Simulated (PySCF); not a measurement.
# r2SCAN/STO-3G run of NBrO (SMILES O=NBr)

Aim: the vertical ionisation energy of NBrO at r2SCAN/STO-3G, from 2 runs. Input form: a Python script.

The results are computed with PySCF 2.14.0.

6 further runs of the same task are left out: 6 set aside as unsound or not needed.

**1. The structure to begin with**

NBrO: 3 atoms, total charge 0, spin state singlet. As SMILES, `O=NBr`. The shape is that of a PBE0-D4/def2-TZVP optimisation.

Bond lengths: O1–N2 1.126 Å, N2–Br3 2.117 Å. Angles: O1–N2–Br3 114.9°.

**2. A single-point energy at r2SCAN/STO-3G**

run.py reads:

```python
from pyscf import gto, dft

mol = gto.M(
    atom=[
    ('O', (0.941780, -0.646800, 0.448530)),
    ('N', (-0.044940, -0.636480, -0.092930)),
    ('Br', (-0.896840, 1.283280, -0.355590)),
],
    basis='sto-3g',
    verbose=4,
    charge=0,
    max_memory=1860,
)

mf = dft.RKS(mol)
mf.xc = 'r2scan'
mf.grids.level = 5
mf.conv_tol = 1e-10
mf.kernel()
if not mf.converged:
    mf = mf.newton().run(mf.mo_coeff, mf.mo_occ)

etot = mf.e_tot
print(f'total energy: {etot:.8f} hartree')
```

Command:

```sh
OMP_NUM_THREADS=1 python run.py
```

Output:

```text
PySCF version 2.14.0

[INPUT] num. atoms = 3
[INPUT] num. electrons = 50
[INPUT] charge = 0
[INPUT] spin (= nelec alpha-beta = 2S) = 0
[INPUT] symmetry False subgroup None
[INPUT] Mole.unit = angstrom
[INPUT] Symbol           X                Y                Z      unit          X                Y                Z       unit  Magmom
[INPUT]  1 O      0.941780000000  -0.646800000000   0.448530000000 AA    1.779706269593  -1.222274857369   0.847598858651 Bohr   0.0
[INPUT]  2 N     -0.044940000000  -0.636480000000  -0.092930000000 AA   -0.084924292038  -1.202772883763  -0.175612248756 Bohr   0.0
[INPUT]  3 Br    -0.896840000000   1.283280000000  -0.355590000000 AA   -1.694781977555   2.425047741132  -0.671967712634 Bohr   0.0

nuclear repulsion = 140.795785586863
number of shells = 14
number of NR pGTOs = 84
number of NR cGTOs = 28
basis = sto-3g
ecp = {}

******** <class 'pyscf.dft.rks.RKS'> ********
method = RKS
initial guess = minao
damping factor = 0
level_shift factor = 0
DIIS = <class 'pyscf.scf.diis.CDIIS'>
diis_start_cycle = 1
diis_space = 8
diis_damp = 0
SCF conv_tol = 1e-10
SCF conv_tol_grad = None
SCF max_cycles = 50
direct_scf = True
direct_scf_tol = 1e-13
XC library pyscf.dft.libxc version 7.0.0
    S. Lehtola, C. Steigemann, M. J.T. Oliveira, and M. A.L. Marques.,  SoftwareX 7, 1–5 (2018)
XC functionals = r2scan
    J. W. Furness, A. D. Kaplan, J. Ning, J. P. Perdew, and J. Sun.,  J. Phys. Chem. Lett. 11, 8208-8215 (2020)
    J. W. Furness, A. D. Kaplan, J. Ning, J. P. Perdew, and J. Sun.,  J. Phys. Chem. Lett. 11, 9248-9248 (2020)
    J. W. Furness, A. D. Kaplan, J. Ning, J. P. Perdew, and J. Sun.,  J. Phys. Chem. Lett. 11, 8208-8215 (2020)
    J. W. Furness, A. D. Kaplan, J. Ning, J. P. Perdew, and J. Sun.,  J. Phys. Chem. Lett. 11, 9248-9248 (2020)
radial grids:
    Treutler-Ahlrichs [JCP 102, 346 (1995); DOI:10.1063/1.469408] (M4) radial grids

becke partition: Becke, JCP 88, 2547 (1988); DOI:10.1063/1.454033
pruning grids: <function nwchem_prune>
grids dens level: 5
symmetrized grids: False
atomic radii adjust function: <function treutler_atomic_radii_adjust>
small_rho_cutoff = 0
Set gradient conv threshold to 1e-05
Initial guess from minao.
tot grids = 129832
init E= -2671.15923643232
  HOMO = -0.417226393160226  LUMO = -0.173717403329598  gap/eV = 6.62622
cycle= 1 E= -2673.97673972518  delta_E= -2.82  |g|= 0.401  |ddm|= 2.72
  HOMO = 0.0112784566846484  LUMO = 0.0149060332506967  gap/eV = 0.09871
cycle= 2 E= -2671.28681435665  delta_E= 2.69  |g|= 1.31  |ddm|= 4.78
  HOMO = -0.139750952276035  LUMO = -0.0352873545625791  gap/eV = 2.84260
cycle= 3 E= -2674.15450493304  delta_E= -2.87  |g|= 0.301  |ddm|= 4.28
  HOMO = -0.140044122392704  LUMO = -0.0431629870513246  gap/eV = 2.63627
cycle= 4 E= -2674.17699651968  delta_E= -0.0225  |g|= 0.167  |ddm|= 0.393
  HOMO = -0.150019050621232  LUMO = -0.0416873717194473  gap/eV = 2.94786
cycle= 5 E= -2674.15884003186  delta_E= 0.0182  |g|= 0.21  |ddm|= 0.385
  HOMO = -0.149682903531203  LUMO = -0.0456004008065145  gap/eV = 2.83223
cycle= 6 E= -2674.16504583834  delta_E= -0.00621  |g|= 0.188  |ddm|= 0.0633
  HOMO = -0.143321041503706  LUMO = -0.0636004131984282  gap/eV = 2.16931
cycle= 7 E= -2674.18723927487  delta_E= -0.0222  |g|= 0.0293  |ddm|= 0.404
  HOMO = -0.141987447250407  LUMO = -0.0656289013666819  gap/eV = 2.07782
cycle= 8 E= -2674.18774552793  delta_E= -0.000506  |g|= 0.00354  |ddm|= 0.0609
  HOMO = -0.14177590503629  LUMO = -0.0660285728164511  gap/eV = 2.06119
cycle= 9 E= -2674.18775294767  delta_E= -7.42e-06  |g|= 0.000799  |ddm|= 0.0109
  HOMO = -0.141812483267224  LUMO = -0.065965940157135  gap/eV = 2.06389
cycle= 10 E= -2674.18775330437  delta_E= -3.57e-07  |g|= 3.14e-05  |ddm|= 0.00172
  HOMO = -0.14181394233671  LUMO = -0.0659633781528127  gap/eV = 2.06400
cycle= 11 E= -2674.18775330496  delta_E= -5.87e-10  |g|= 1.04e-06  |ddm|= 7.07e-05
  HOMO = -0.14181400319353  LUMO = -0.0659632890379236  gap/eV = 2.06400
cycle= 12 E= -2674.18775330496  delta_E= -3.64e-12  |g|= 3.69e-08  |ddm|= 2.59e-06
  HOMO = -0.141813996526632  LUMO = -0.0659632997305092  gap/eV = 2.06400
Extra cycle  E= -2674.18775330496  delta_E= 2.73e-12  |g|= 1.32e-07  |ddm|= 3.8e-07
converged SCF energy = -2674.18775330496
total energy: -2674.18775330 hartree
```

It took 4.8 s on 1 thread of Arm Neoverse V2, shared host; peak memory 0.23 GiB.

**3. The doublet cation at the same level**

calc.py reads:

```python
from pyscf import gto, dft

mol = gto.M(
    atom='''
O        0.941780      -0.646800       0.448530
N       -0.044940      -0.636480      -0.092930
Br      -0.896840       1.283280      -0.355590
''',
    basis='sto-3g',
    max_memory=1860,
    verbose=3,
    spin=1,
    charge=1,
)

mf = dft.UKS(mol)
mf.xc = 'r2scan'
mf.grids.level = 5
mf.conv_tol = 1e-10
mf.kernel()
if not mf.converged:
    mf = mf.newton().run(mf.mo_coeff, mf.mo_occ)

e_tot = mf.e_tot
print(f'total energy: {e_tot:.8f} hartree')
```

Command:

```sh
OMP_NUM_THREADS=1 python calc.py
```

Output:

```text
WARN: HOMO -0.417226393160204 >= LUMO -0.417226393160221

converged SCF energy = -2673.87920144783  <S^2> = 0.75299643  2S+1 = 2.0029942
total energy: -2673.87920145 hartree
```

Run time: 11 s. Hardware: 1 thread of Arm Neoverse V2, shared host; peak memory 0.24 GiB.

**4. Outcome**

At r2SCAN/STO-3G:

| quantity | value |
| --- | --- |
| singlet NBrO: total energy | -2674.18775 Eh |
| singlet NBrO: dipole moment | 1.52 D |
| singlet NBrO: HOMO energy | -3.86 eV |
| singlet NBrO: LUMO energy | -1.79 eV |
| singlet NBrO: HOMO–LUMO gap | 2.06 eV |
| doublet cation: total energy | -2673.87920 Eh |
| doublet cation: HOMO energy (highest over α and β) | -13.56 eV |
| doublet cation: LUMO energy (lowest over α and β) | -12.67 eV |
| doublet cation: ⟨S²⟩ | 0.753 |
| vertical ionisation energy (to the doublet cation) | 8.396 eV |

What this shows: Removing an electron at fixed nuclei costs 8.40 eV (194 kcal/mol). −ε(HOMO) before ionisation, 3.86 eV, is 4.54 eV below this ionisation energy. In a minimal basis such a difference can be off by several eV, whatever the method. Mulliken charges (doublet cation) run from +0.20 on O1 to +0.56 on Br3; they depend strongly on the basis.
